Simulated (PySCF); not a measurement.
# Cl4Tb (Tb(Cl)4-): the cost of one run

Computed with PySCF 2.14.0. Level: several levels, as the steps say, no spin–orbit coupling.

### Step 1. The system as given

5 atoms, charge -1, spin multiplicity 1.

Bond lengths: Tb1–Cl2 2.544 Å, Tb1–Cl3 2.544 Å, Tb1–Cl4 2.544 Å, Tb1–Cl5 2.544 Å. Angles: Cl2–Tb1–Cl3 109.5°, Cl2–Tb1–Cl4 109.5°, Cl2–Tb1–Cl5 109.5°, Cl3–Tb1–Cl4 109.5°, Cl3–Tb1–Cl5 109.5°, Cl4–Tb1–Cl5 109.5°.

Geometry (Å):

```xyz
5
Cl4Tb
Tb    0.0000    0.0000    0.0000
Cl    1.4688    1.4688    1.4688
Cl   -1.4688   -1.4688    1.4688
Cl    1.4688   -1.4688   -1.4688
Cl   -1.4688    1.4688   -1.4688
```

Formal oxidation states: Tb +3. Each metal's 8 4f electrons lie in its core potential, so multiplicities, spins and levels count the valence alone. An earlier session relaxed this geometry at PBE0, Tb lcecp-1-SVP with ECP54, Cl def2-SVP (singlet, point group Td).

At PBE0 on the finer grid: E = -1876.570702 Eh, HOMO -4.52 eV, LUMO 3.39 eV, Mulliken charge on Tb1 +0.73 e, largest force component 0.001 eV/Å. 

Levels to run: TPSSh; BP86; PBE0, TZVP. Hardware: 2 threads of Arm Neoverse V1, shared host.

### Step 2. TPSSh

File run.py (the lines that set the calculation):

```python
mol = gto.M(atom='''
Tb     0.00000     0.00000     0.00000
Cl     1.46881     1.46881     1.46881
Cl    -1.46881    -1.46881     1.46881
Cl     1.46881    -1.46881    -1.46881
Cl    -1.46881     1.46881    -1.46881''',
    basis={'Tb': 'lcecp-1-SVP', 'Cl': 'def2-SVP'},
    ecp={'Tb': 'lcecp-1-SVP'},
    charge=-1, spin=0)
mf = dft.RKS(mol, xc='TPSSH')
mf.grids.atom_grid = (75, 302)  # f atoms: unpruned, at least (60, 302)
mf = mf.density_fit()  # fitting sets: Tb AutoAux, Cl def2-universal-JKFIT
mf.conv_tol = 1e-08; mf.max_cycle = 55
mf.kernel(dm0)  # dm0: the density of the relaxed state
```

Launch:

```console
$ OMP_NUM_THREADS=2 python run.py
```

**Question.** How long does this run take on 2 threads of Arm Neoverse V1, shared host?

About 8.3 s.
